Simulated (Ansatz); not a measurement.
# AlGa2 (quartet): wave-function methods side by side, cc-pVTZ

The task here is to estimate one member of a computed series from the others.

The runs use Ansatz 0.2.0, Gaussian basis; cc-pVTZ, core rule «outside noble gas», up to 33 orbitals frozen.

To be run: UHF; CCSD(T) on ROHF; CCSD(T) on UHF; BCCD(T) on ROHF; CCSDT(Q) on ROHF; CCSDT(Q) on UHF; CASSCF and MRCISD+Q, 9 electrons in 12 orbitals; CASSCF and NEVPT2, 9 electrons in 12 orbitals.

5 further runs of the same task are left out: 5 set aside as unsound or not needed.

## The system

The geometry is a PBE0/def2-TZVP stationary point (not a proven minimum). No spin-orbit coupling is included. The filled d shell of Ga may be among the frozen orbitals whatever the setting's name suggests; the logs give the count.

3 atoms, charge 0, spin multiplicity 4.

Atoms are counted from 1 here; the program's logs count them from 0.

Bond lengths: Al1–Ga2 2.562 Å, Ga2–Ga3 2.562 Å. Angles: Al1–Ga2–Ga3 71.7°.

Set-up of the first run:

File in.yaml:

```yaml
crystal:
  periodic: [false, false, false]
  atoms:
    - {symbol: Al, position_ang: [0.000000, 1.851914, 0.941240]}
    - {symbol: Ga, position_ang: [0.000000, -0.707474, 1.050515]}
    - {symbol: Ga, position_ang: [0.000000, -0.009183, -1.414758]}
basis:
  gaussian: {orbitals: cc-pVTZ}
magnetization: {spin_polarized: true, initial_magnetization: 3}
hamiltonian: {xc: hf}
output: {orbitals: {seedname: orbitals}}
```

Started as:

```sh
> ansatz run in.yaml --threads 1 --pin off --events-out ev --progress --plain --max-ram 4096MiB --backend cpu
```

Among the steps run: UHF; CCSD(T) on ROHF; CCSD(T) on UHF; BCCD(T) on ROHF; CCSDT(Q) on ROHF; CCSDT(Q) on UHF; CASSCF and MRCISD+Q, 9 electrons in 12 orbitals; CASSCF and NEVPT2, 9 electrons in 12 orbitals.

One table of the session follows, with a row left open; its other results are not shown here.

| method | from RCCSDT(Q) (meV) |
| --- | --- |
| ROHF | +5669.3 |
| UHF | +5475.2 |
| RMP2 | +1131.8 |
| UMP2 | +1206.1 |
| RCCSD | +462.1 |
| UCCSD | +443.3 |
| RCCSD(T) | +84.3 |
| UCCSD(T) | +77.6 |
| BCCD(T) | +83.2 |
| RCCSDT | +36.1 |
| UCCSDT | +25.0 |
| RCCSDT(Q) | 0 |
| UCCSDT(Q) | -11.4 |
| CASSCF valence | +3076.4 |
| NEVPT2 valence | ? |
| MRCISD valence | +258.8 |
| MRCISD+Q valence | +9.4 |

**Question.** Estimate the row for NEVPT2 valence.

The run gave: from RCCSDT(Q) (meV): +665.2. In the column «from RCCSDT(Q) (meV)» it lies between RCCSD (+462.1) and RMP2 (+1131.8).

With the free atoms at the same levels and basis (separate runs), the atomisation energy is 3.133 eV at RCCSDT(Q), 3.079 eV at RCCSD(T), 3.077 eV at UCCSD(T), 1.763 eV at ROHF.

To keep in mind: Restricted and unrestricted rows rest on different reference determinants; where their highest levels disagree by more than a few hundredths of an eV, they describe different states and don't form one ladder.
